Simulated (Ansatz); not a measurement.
What does this script print? It uses the Python package of Ansatz (0.2.0).

Input file `be5pt.extxyz`:
```text
6
Lattice="0.0 2.98130207 2.98130207 2.98130207 0.0 2.98130207 2.98130207 2.98130207 0.0" Properties=species:S:1:pos:R:3 pbc="T T T"
Be    1.49065103    1.49065103    1.49065103
Be    2.24037323    2.24037323    3.72223088
Be    2.24037323    3.72223088    2.24037323
Be    3.72223088    2.24037323    2.24037323
Be    3.72223088    3.72223088    3.72223088
Pt    0.00000000    0.00000000    0.00000000
```

`robust_be5pt.py`
```python
"""Stop the SCF of Be5Pt from a callback once the residual is small."""

import ansatz as az

SETTINGS = {
    "k_spacing": 0.32,
    "sigma": 0.1,
}

structure = az.Crystal.from_extxyz("be5pt.extxyz")

calculation = (
    structure.calculation()
    .functional(az.Functional.PBESOL)
    .kpoints(spacing=SETTINGS["k_spacing"])
    .occupations(az.OccupationsMethod.FERMI_DIRAC, width=SETTINGS["sigma"])
)

token = az.CancelToken()


def watch(event):
    if event["event"] == "scf_iter":
        row = event["data"]
        print(f"iteration {row['iter']:2d}  Harris-Foulkes {row['harris_foulkes_ev']:.5f} eV  residual {row['dr2_ev']:.2e} eV")
        if row["dr2_ev"] < 1e-3:
            token.cancel()


try:
    calculation.session().plan().execute(on_event=watch, cancel=token)
    print("finished before the stop was seen")
except az.CancelledError:
    print("stopped by the token")
```

```console
$ python robust_be5pt.py
DeckWarning: basis.ecutwfc = 420 eV, auto-derived from the records' recommended cutoffs: set by Be (normal level)
iteration  1  Harris-Foulkes -12838.44106 eV  residual 4.58e-02 eV
iteration  2  Harris-Foulkes -12838.42784 eV  residual 2.08e-03 eV
iteration  3  Harris-Foulkes -12838.42709 eV  residual 1.09e-04 eV
stopped by the token
```
(Warnings from the package without file and line.)

Total energies depend on the potentials; only differences at equal settings carry meaning. A total without «per atom» is that of the cell as typed. Spin-orbit coupling, which matters for elements this heavy, is left out. The structure comes from a database of computed cells and needn't be a stable or known phase. Wall time of the script: 1.4 s on 1 thread of Arm Neoverse V1, on a shared host, peak memory 0.33 GiB.

(Lines on the test bed's own set-up are left out of the output.)
